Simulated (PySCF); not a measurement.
**InSe: from the state search to spectroscopic constants**

One table from this session's results is given with a row withheld; the runs are named, their logs left out.

Computed with PySCF 2.14.0. Level: In cc-pVDZ-PP with ECP28, Se cc-pVDZ-PP with ECP10, scalar-relativistic core potentials.

Set-up of the first run:

Settings of the job:

```yaml
atoms: In, Se
charge: 0
basis: In cc-pVDZ-PP with ECP28, Se cc-pVDZ-PP with ECP10
Hamiltonian: scalar-relativistic core potentials
basis_functions: 46
electrons_treated: 45
masses_in_u: 114.9039, 79.9165
levels: PBE0, PBE, r²SCAN, M06, revPBE, PW91, ωB97X, HF, MP2, SCS-MP2, CCSD, CCSD(T)
grid: 80 radial by 434 angular points
occupations: held fixed by the projection of orbital angular momentum
dissociation_limit: In + Se, each in its ground configuration
starting_distance_in_angstrom: 2.505
values_of_2S_to_try: 1, 3
```

Launch:

```sh
OMP_NUM_THREADS=1 python dia.py task.json out
```

Steps of the session up to this table: Input; The PBE0 curve of the state that the search chose; Higher solutions at PBE0; PBE; r²SCAN (meta-GGA); M06 (hybrid meta-GGA); revPBE; PW91; ωB97X (range-separated hybrid); UHF (mean field); MP2 and coupled cluster.

One table of the session follows, with a row left open; its other results are not shown here.

It belongs to the step «Constants by level of theory». 

```
      level  ωe (%)
        UHF    -1.7
    UHF-MP2    +2.3
UHF-SCS-MP2    +0.6
   UHF-CCSD    +0.5
        PBE    -4.7
     revPBE    -7.0
       PW91       ?
     r²SCAN    -0.5
       PBE0    -0.7
        M06    -0.5
      ωB97X    +2.1
```

Q: Estimate the row for PW91 from the others.

**Answer.** ωe (%): -4.3. In the column «ωe (%)» it lies between PBE (-4.7) and UHF (-1.7).
